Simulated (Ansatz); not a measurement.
# CuH4NO: small, medium and large basis sets

The task here is to estimate one member of a computed series from the others.

Method: one geometry, several basis sets; program: Ansatz 0.2.0, Gaussian basis.

Levels to be run: PBE0-D4/def2-SVP; ωB97M-V/def2-SVP; PBE0-D4/def2-QZVPP; ωB97M-V/def2-QZVPP; the functionals' def2-TZVPP values are taken from earlier runs.

### The relaxed structure

An earlier PBE0-D4 in a triple-zeta def2 set relaxation fixed the geometry.

SMILES `[NH3+][Cu-][OH]`, 7 atoms, charge 0, spin multiplicity 1.

Atoms are counted from 1 here; the program's logs count them from 0.

Bond lengths: N1–Cu2 1.923 Å, N1–H4 1.015 Å, N1–H5 1.016 Å, N1–H6 1.015 Å, Cu2–O3 1.781 Å, O3–H7 0.959 Å. Angles: Cu2–N1–H4 111.5°, Cu2–N1–H5 110.9°, Cu2–N1–H6 111.6°, H4–N1–H5 107.5°, H4–N1–H6 107.6°, H5–N1–H6 107.5°, N1–Cu2–O3 175.8°, Cu2–O3–H7 111.4°.

As a file:

```mol
CuH4NO
  3D, bonds by distance, orders not assigned

  7  6  0  0  0  0  0  0  0  0999 V2000
   -1.0476    0.6233   -0.2007 N   0  0
    0.6436   -0.2612    0.0323 Cu  0  0
    2.2626   -0.9918    0.1660 O   0  0
   -1.7961   -0.0424   -0.3650 H   0  0
   -1.0206    1.2539   -0.9962 H   0  0
   -1.2983    1.1723    0.6155 H   0  0
    2.2563   -1.7541    0.7481 H   0  0
  1  2  8  0
  2  3  8  0
  1  4  8  0
  1  5  8  0
  1  6  8  0
  3  7  8  0
M  END
```

The first run:

Contents of in.yaml:

```yaml
crystal:
  periodic: [false, false, false]
  atoms:
    - {symbol: N, position_ang: [-1.047579, 0.623265, -0.200689]}
    - {symbol: Cu, position_ang: [0.643645, -0.261160, 0.032270]}
    - {symbol: O, position_ang: [2.262573, -0.991833, 0.166044]}
    - {symbol: H, position_ang: [-1.796063, -0.042421, -0.364973]}
    - {symbol: H, position_ang: [-1.020579, 1.253924, -0.996215]}
    - {symbol: H, position_ang: [-1.298276, 1.172335, 0.615485]}
    - {symbol: H, position_ang: [2.256290, -1.754100, 0.748077]}
basis:
  gaussian: {orbitals: def2-SVP}
hamiltonian: {xc: pbe0, dispersion: d4}
output: {orbitals: {seedname: orbitals}}
```

The run is started by

```
$ ansatz run in.yaml --threads 4 --pin off --events-out ev --progress --plain --max-ram 10444MiB
```

Among the steps run: PBE0-D4 in def2-SVP; ωB97M-V in def2-SVP; PBE0-D4 in def2-QZVPP; ωB97M-V in def2-QZVPP.

One of the session's tables, all rows but one given; the rest of the session is left out.

It belongs to the step «Functionals by basis». 

| functional | basis | HOMO (eV) |
| --- | --- | --- |
| PBE0-D4 | def2-SVP | -4.96 |
| PBE0-D4 | def2-TZVPP | ? |
| PBE0-D4 | def2-QZVPP | -5.81 |
| ωB97M-V | def2-SVP | -7.42 |
| ωB97M-V | def2-TZVPP | -8.20 |
| ωB97M-V | def2-QZVPP | -8.32 |

Estimate the missing values for PBE0-D4, def2-TZVPP.

As computed: HOMO (eV): -5.70. In the column «HOMO (eV)» it lies between PBE0-D4, def2-QZVPP (-5.81) and PBE0-D4, def2-SVP (-4.96).
